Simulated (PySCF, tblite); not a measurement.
# C₇H₇ radical: geometry, infrared bands and EPR parameters

What infrared bands and EPR parameters should C₇H₇ radical (`[H]/[C]=C/C(C)=C\C#C`) show?

Programs: tblite 0.8.0 and PySCF 2.14.0, with density-fitted response routines of our own. Each step states its level of theory. These are calculated values for one molecule in the gas phase, unless marked as measured. Atoms count from 0, in the outputs and in this text.

### 1 Starting geometry

14 atoms, charge 0, multiplicity 2; geometry from: force field or distance geometry start.

Bonds of the start (Å): C0–C1 1.31, C1–C2 1.46, C2–C3 1.52, C2–C4 1.31, C4–C5 1.43, C5–C6 1.22, C0–H7 1.07, C1–H8 1.11, C3–H9 1.12, C3–H10 1.11, C3–H11 1.10, C4–H12 1.08, C6–H13 1.08.

### 2 Relaxing the molecule with GFN2-xTB

What the job is given:

```
{"job": {"kind": "relax", "xc": "GFN2-xTB", "basis": "xTB"}, "charge": 0, "multiplicity": 2}
C     -1.235000     1.748900     1.071500
C     -0.275800     0.901200     0.783800
C     -0.330900    -0.062400    -0.305200
C     -1.543600    -0.120400    -1.216100
C      0.629300    -0.915000    -0.580700
C      1.816600    -0.923900     0.213000
C      2.821400    -0.941400     0.906300
H     -1.214300     2.460200     1.869500
H      0.640400     0.892300     1.413400
H     -2.284600    -0.887100    -0.871800
H     -1.248200    -0.397700    -2.244900
H     -2.058700     0.849800    -1.180500
H      0.576500    -1.623400    -1.397100
H      3.706100    -0.981500     1.516600
```

The run is started by

```
$ OMP_NUM_THREADS=1 python probes_run.py task.json out
```

One launch serves the whole session: the jobs run in the order shown.

**Question.** This job is followed by: GFN2-xTB harmonic vibrations, gas phase; UKS B3LYP, pcH-1 on C H, non-relativistic, mean-field spin-orbit, GIAO. What will the session give for the following? strongest single infrared mode (GFN2-xTB); zero-point energy (GFN2-xTB); g(iso) (B3LYP); ⟨S²⟩; largest a(iso) (averaged by class); potential on the surface of density 0.002 e/bohr³, 1st and 99th percentile.

As calculated:

| quantity | value |
| --- | --- |
| strongest single infrared mode (GFN2-xTB) | 3046 cm⁻¹, 54 km/mol |
| zero-point energy (GFN2-xTB) | 66.0 kcal/mol |
| g(iso) (B3LYP) | 2.00224 |
| ⟨S²⟩ | 0.764 (exact 0.75) |
| largest a(iso) (averaged by class) | 13C on C0, 298.2 MHz |
| potential on the surface of density 0.002 e/bohr³, 1st and 99th percentile | -0.81 V and 1.39 V |

**Reading.** Over 78 steps the energy fell by 0.246 eV; of the close pairs, C2–C4 changed most, 1.313 to 1.345 Å. No mode is imaginary among the 36: a minimum at this level. The strongest single mode, at 3046 cm⁻¹, moves mainly H12. Unscaled tight-binding wavenumbers are off by several per cent, some by more. Its intensities can rank the bands wrongly. Most of the unpaired spin sits on C0 (1.06 e). The isotropic g lies 0.1 ppt below the free-electron value. These values are for one conformer; the search (at its own cheap level) found 2 more, at 0.22, 1.08 kcal/mol, and measured spectra average over such forms.
